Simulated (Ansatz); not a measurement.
# CH₂AlCl₂F: basis-set convergence

One table from this session's results is given with a row withheld; the runs are named, their logs left out.

Program: Ansatz 0.2.0, Gaussian basis. Level of theory: one geometry, several basis sets. These are calculated values, not measurements.

Plan: PBE0-D4/def2-SVP; ωB97M-V/def2-SVP; PBE0-D4/def2-QZVPP; ωB97M-V/def2-QZVPP; the functionals' def2-TZVPP values are taken from earlier runs.

### The relaxed structure

The geometry comes from an earlier relaxation with PBE0-D4 in a triple-zeta def2 set; it is a stationary point, not always the lowest conformer.

7 atoms, charge 0, spin multiplicity 1.

Atoms are counted from 1 here; the program's logs count them from 0.

Bond lengths: F1–C2 1.285 Å, C2–Al3 2.073 Å, C2–Cl4 1.686 Å, Al3–Cl5 2.203 Å, Al3–H6 1.582 Å, Al3–H7 1.581 Å. Angles: F1–C2–Al3 123.2°, F1–C2–Cl4 110.8°, Al3–C2–Cl4 125.2°, C2–Al3–Cl5 74.4°, C2–Al3–H6 109.0°, C2–Al3–H7 108.8°, Cl5–Al3–H6 113.9°, Cl5–Al3–H7 113.9°, H6–Al3–H7 124.9°.

Set-up of the first run:

in.yaml reads:

```yaml
crystal:
  periodic: [false, false, false]
  atoms:
    - {symbol: F, position_ang: [-1.866685, -0.613411, 0.522361]}
    - {symbol: C, position_ang: [-0.768667, -0.663580, -0.143685]}
    - {symbol: Al, position_ang: [0.931425, 0.395397, 0.391456]}
    - {symbol: Cl, position_ang: [-0.992075, -1.467989, -1.608114]}
    - {symbol: Cl, position_ang: [-0.323690, 1.816543, -0.731149]}
    - {symbol: H, position_ang: [0.921204, 0.628416, 1.955774]}
    - {symbol: H, position_ang: [2.159890, -0.163373, -0.432343]}
basis:
  gaussian: {orbitals: def2-SVP}
hamiltonian: {xc: pbe0, dispersion: d4}
output: {orbitals: {seedname: orbitals}}
```

The run is started by

```bash
ansatz run in.yaml --threads 2 --pin off --events-out ev --progress --plain --max-ram 4352MiB
```

Among the steps run: PBE0-D4 in def2-SVP; ωB97M-V in def2-SVP; PBE0-D4 in def2-QZVPP; ωB97M-V in def2-QZVPP.

One of the session's tables, all rows but one given; the rest of the session is left out.

It belongs to the step «Functionals by basis». 

| functional | basis | HOMO (eV) | LUMO (eV) |
| --- | --- | --- | --- |
| PBE0-D4 | def2-SVP | -8.01 | -3.66 |
| PBE0-D4 | def2-TZVPP | -8.09 | -3.73 |
| PBE0-D4 | def2-QZVPP | ? | ? |
| ωB97M-V | def2-SVP | -10.13 | -1.40 |
| ωB97M-V | def2-TZVPP | -10.28 | -1.52 |
| ωB97M-V | def2-QZVPP | -10.32 | -1.58 |

**Question.** Estimate the row for PBE0-D4, def2-QZVPP.

**Answer.** HOMO (eV): -8.12; LUMO (eV): -3.76. In the column «HOMO (eV)» it lies between ωB97M-V, def2-SVP (-10.13) and PBE0-D4, def2-TZVPP (-8.09).
